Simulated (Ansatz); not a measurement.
This script for Ansatz's Python interface starts 6 runs on C₂H₄ClOSi, SMILES C=C[SiH]([O])Cl. What input does the engine get in each?

`methods_c2h4closi.py`
```python
# -*- coding: utf-8 -*-
"""One geometry of C2H4ClOSi, method by method."""

from pathlib import Path

import ansatz
import numpy as np

SETTINGS = {
    "basis_set": "def2-SVP",
}


def main():
    c2h4closi = (
        ansatz.Crystal.molecule()
        .atom("C", (0.1998, 1.1645, 0.9587))
        .atom("C", (-0.2371, -0.0516, 0.731))
        .atom("Si", (0.0335, -0.872, -0.9076))
        .atom("O", (-0.4486, -2.4734, -0.8388))
        .atom("Cl", (-0.9261, 0.17, -2.4256))
        .atom("H", (-0.0329, 1.6914, 1.908))
        .atom("H", (0.6766, 1.7858, 0.1755))
        .atom("H", (-0.6901, -0.588, 1.5143))
        .atom("H", (1.5135, -0.873, -1.1326))
    )

    base = (
        c2h4closi.calculation()
        .basis(gaussian=SETTINGS["basis_set"])
        .spin("collinear", total=1)
    )

    print("functional    E (Ha)        dipole (D)   HOMO (eV)  LUMO (eV)")
    for name in ["r2scan", "pbe0", "cam_b3lyp", "r2scan0", "hse06", "lc_wpbe"]:
        r = base.functional(name).forces().orbitals().run(threads=1, backend="cpu", runs_dir="runs").report
        lines = Path(r["orbitals_path"]).read_text().splitlines()
        field_of = lambda key: [line.split("=")[1].strip() for line in lines if line.startswith(key)]
        orbitals = [(27.211386 * float(e), s, float(n)) for e, s, n in zip(field_of("Ene="), field_of("Spin="), field_of("Occup="))]
        homo = max(e for e, _, n in orbitals if n > 0.5)
        lumo = min(e for e, _, n in orbitals if n < 0.5)
        dipole = 4.803205 * np.linalg.norm(r["charge_distribution"]["dipole_moment_e_ang"])
        print(f"{name:10s} {r['free_energy_ev'] / 27.211386246:14.6f} {dipole:9.3f} {homo:11.3f} {lumo:10.3f}")


if __name__ == "__main__":
    main()
```

Run 1:
```yaml
crystal:
  periodic: [false, false, false]
  atoms:
    - { symbol: C, position_ang: [0.1998, 1.1645, 0.9587] }
    - { symbol: C, position_ang: [-0.2371, -0.0516, 0.731] }
    - { symbol: Si, position_ang: [0.0335, -0.872, -0.9076] }
    - { symbol: O, position_ang: [-0.4486, -2.4734, -0.8388] }
    - { symbol: Cl, position_ang: [-0.9261, 0.17, -2.4256] }
    - { symbol: H, position_ang: [-0.0329, 1.6914, 1.908] }
    - { symbol: H, position_ang: [0.6766, 1.7858, 0.1755] }
    - { symbol: H, position_ang: [-0.6901, -0.588, 1.5143] }
    - { symbol: H, position_ang: [1.5135, -0.873, -1.1326] }
basis:
  gaussian:
    orbitals: def2-SVP
hamiltonian:
  xc: r2scan
magnetization:
  spin_polarized: true
  initial_magnetization: 1.0
output:
  orbitals: {}
  forces: true
```

Run 2, against run 1:
```diff
-  xc: r2scan
+  xc: pbe0
```

Run 3, against run 1:
```diff
-  xc: r2scan
+  xc: cam_b3lyp
```

Run 4, against run 1:
```diff
-  xc: r2scan
+  xc: r2scan0
```

Run 5, against run 1:
```diff
-  xc: r2scan
+  xc: hse06
```

Run 6, against run 1:
```diff
-  xc: r2scan
+  xc: lc_wpbe
```

Running `python methods_c2h4closi.py` prints:
```text
functional    E (Ha)        dipole (D)   HOMO (eV)  LUMO (eV)
r2scan        -903.021166     2.670      -7.587     -5.837
pbe0          -902.710268     2.481      -8.573     -4.800
cam_b3lyp     -903.102762     2.348      -9.836     -3.612
r2scan0       -902.996610     2.450      -8.744     -4.370
hse06         -902.688283     2.491      -8.172     -5.204
lc_wpbe       -902.835999     2.349     -11.329     -2.272
```

Notes:
- Total energies depend on the basis set; only differences at equal settings carry meaning.
- The geometry is a force-field or estimated start, not a minimum of this method, and the basis set is short of its limit. A lower total doesn't mark the better method: functionals have no common bound, and MP2 and coupled cluster aren't variational.
- The run takes the species as open-shell (spin multiplicity 2), which needn't be its ground state.
- Levels such as HOMO and LUMO are orbital energies: with these approximate functionals they aren't the ionisation energy and electron affinity, and their gap isn't the fundamental gap.
- hse06 follows the composition of plane-wave codes, whose totals differ by tens of mHa, up to about 0.1 Ha, from the form usual in Gaussian-basis programs (wpbeh).
- The whole script took 3.2 min on 1 thread of Arm Neoverse V1, with other jobs on the host, peak memory 0.44 GiB.
